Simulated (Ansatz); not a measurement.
# Cr (Cr, simple cubic): the cost of one run

Computed with Ansatz 0.2.0 (DFT PBEsol, plane waves (420 eV) with PAW, scalar-relativistic; the PAW data stem from PBE, with regenerated cores, unless a step says otherwise).

## (1) The structure to begin with

The structure is cubic, space group Pm-3m (No. 221). The conventional cell has a = 2.348 Å, b = 2.348 Å, c = 2.348 Å, α = 90.00°, β = 90.00°, γ = 90.00°. Around Cr (site symmetry m-3m) lie 6 Cr at 2.35 Å.

Coordinates:

```cif
data_structure
_symmetry_space_group_name_H-M 'Pm-3m'
_symmetry_Int_Tables_number 221
_cell_length_a 2.3484
_cell_length_b 2.3484
_cell_length_c 2.3484
_cell_angle_alpha 90.000
_cell_angle_beta 90.000
_cell_angle_gamma 90.000
_cell_volume 12.95
loop_
_atom_site_label
_atom_site_type_symbol
_atom_site_symmetry_multiplicity
_atom_site_Wyckoff_symbol
_atom_site_fract_x
_atom_site_fract_y
_atom_site_fract_z
_atom_site_occupancy
Cr1 Cr 1 a 0.00000 0.00000 0.00000 1
```

Starting moments (μB): +1.5, -1.5.

## (2) Relaxation of the cell

input.yaml

```yaml
crystal:
  lattice:
    - [0.0, 2.3484326893, 2.3484326893]
    - [2.3484326893, 0.0, 2.3484326893]
    - [2.3484326893, 2.3484326893, 0.0]
  atoms:
    - { symbol: Cr, position: [0.0, 0.0, 0.0], spin: 1.5 }
    - { symbol: Cr, position: [0.5, 0.5, 0.5], spin: -1.5 }
hamiltonian:
  xc: pbesol
  pseudopotentials:
    kind: paw
    azcp:
      Cr: "pseudopotentials/Cr.paw.azcp"
basis:
  ecutwfc: 420
  fft_grid_basis: typed
kpoints:
  mp_grid: { grid: [12, 12, 12], shift: [0, 0, 0] }
magnetization:
  spin_polarized: true
scf:
  occupations: { method: fermi_dirac, width: 0.05 }
relax:
  max_steps: 60
  f_tol: 0.01
  cell: {}
output:
  write_density: true
  write_potential: true
  elf: true
  volumetric_format: npy
```

Command:

```sh
$ ansatz run input.yaml --threads 2 --pin off --max-ram 5120MiB --backend cpu --events-out ev --progress --plain --runs-dir out
```

**Question.** How long does this run take on 2 threads of Arm Neoverse V2, shared host, and how much memory does it need?

About 8.9 s, with a peak of 0.34 GiB.
